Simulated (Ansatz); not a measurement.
# CH4B2S: ionisation energy by level of theory

The task here is to estimate one member of a computed series from the others.

Program: Ansatz 0.2.0, Gaussian basis. Level of theory: unrestricted cation, the program's frozen cores in correlated methods. These are calculated values, not measurements.

The runs, in order: UKS PBE-D4/def2-TZVPP; UKS r2SCAN-D4/def2-TZVPP; UKS PBE0-D4/def2-TZVPP; UKS B3LYP-D4/def2-TZVPP; UKS wB97X-V/def2-TZVPP; UKS wB97M-V/def2-TZVPP; UKS B2PLYP/def2-TZVPP; UHF-MP2/def2-TZVPP; UHF-MP2/def2-QZVPP; then −ε(HOMO) from the neutral's earlier runs with LDA (SPW92), PBE-D4, revPBE-D4, BLYP-D4, r2SCAN-D4, B97M-V, PBE0-D4, B3LYP-D4, r2SCANh-D4, r2SCAN0-D4, HSE06-D4, BHLYP-D4, CAM-B3LYP-D4, LC-ωPBE, ωB97X-V, ωB97M-V.

1 further run of the same task is left out (it didn't finish).

## The relaxed structure

The geometry comes from an earlier relaxation with PBE0-D4 in a triple-zeta def2 set; it is a stationary point, not always the lowest conformer.

SMILES `B1BSC1`, 8 atoms, charge 0, spin multiplicity 1.

Atoms are counted from 1 here; the program's logs count them from 0.

Bond lengths: B1–B2 1.631 Å, B1–C4 1.570 Å, B1–H5 1.197 Å, B2–S3 1.816 Å, B2–H6 1.185 Å, S3–C4 1.851 Å, C4–H7 1.089 Å, C4–H8 1.084 Å. Angles: B2–B1–C4 102.6°, B2–B1–H5 126.4°, C4–B1–H5 121.6°, B1–B2–S3 75.5°, B1–B2–H6 155.6°, S3–B2–H6 126.5°, B2–S3–C4 85.9°, B1–C4–S3 75.9°, B1–C4–H7 119.9°, B1–C4–H8 120.6°, S3–C4–H7 113.6°, S3–C4–H8 107.5°, H7–C4–H8 112.5°.

The first run:

Input file in.yaml:

```yaml
crystal:
  periodic: [false, false, false]
  atoms:
    - {symbol: B, position_ang: [-0.570566, 0.475720, -0.343029]}
    - {symbol: B, position_ang: [0.285765, 1.055996, 0.917901]}
    - {symbol: S, position_ang: [1.375406, -0.184883, 0.161459]}
    - {symbol: C, position_ang: [-0.182257, -1.045431, -0.349473]}
    - {symbol: H, position_ang: [-0.830694, 1.061059, -1.354022]}
    - {symbol: H, position_ang: [0.590354, 1.853792, 1.738828]}
    - {symbol: H, position_ang: [-0.095774, -1.579410, -1.294349]}
    - {symbol: H, position_ang: [-0.480034, -1.693943, 0.466886]}
basis:
  gaussian: {orbitals: def2-TZVPP}
total_charge: 1
magnetization: {spin_polarized: true, initial_magnetization: 1}
hamiltonian: {xc: pbe, dispersion: d4}
```

The run is started by

```bash
> ansatz run in.yaml --threads 2 --pin off --events-out ev --progress --plain --max-ram 4352MiB
```

Steps of the session up to this table: Cation, UKS PBE-D4/def2-TZVPP; Cation, UKS r2SCAN-D4/def2-TZVPP; Cation, UKS PBE0-D4/def2-TZVPP; Cation, UKS B3LYP-D4/def2-TZVPP; Cation, UKS wB97X-V/def2-TZVPP; Cation, UKS wB97M-V/def2-TZVPP; Cation, UKS B2PLYP (frozen core)/def2-TZVPP; Cation, UHF-MP2/def2-TZVPP; Cation, UHF-MP2/def2-QZVPP.

One of the session's tables, all rows but one given; the rest of the session is left out.

It belongs to the step «Ionisation energies side by side». Orbital estimates, from the neutral's runs:

| functional | −ε(HOMO) (eV) |
| --- | --- |
| LDA (SPW92) | 6.38 |
| PBE-D4 | ? |
| revPBE-D4 | 6.23 |
| BLYP-D4 | 6.15 |
| r2SCAN-D4 | 6.50 |
| B97M-V | 6.55 |
| PBE0-D4 | 7.44 |
| B3LYP-D4 | 7.24 |
| r2SCANh-D4 | 6.93 |
| r2SCAN0-D4 | 7.57 |
| HSE06-D4 | 7.04 |
| BHLYP-D4 | 8.48 |
| CAM-B3LYP-D4 | 8.75 |
| LC-ωPBE | 10.09 |
| ωB97X-V | 9.73 |
| ωB97M-V | 9.58 |

Q: Estimate the row for PBE-D4 from the others.

As computed: −ε(HOMO) (eV): 6.28. In the column «−ε(HOMO) (eV)» it lies between revPBE-D4 (6.23) and LDA (SPW92) (6.38).
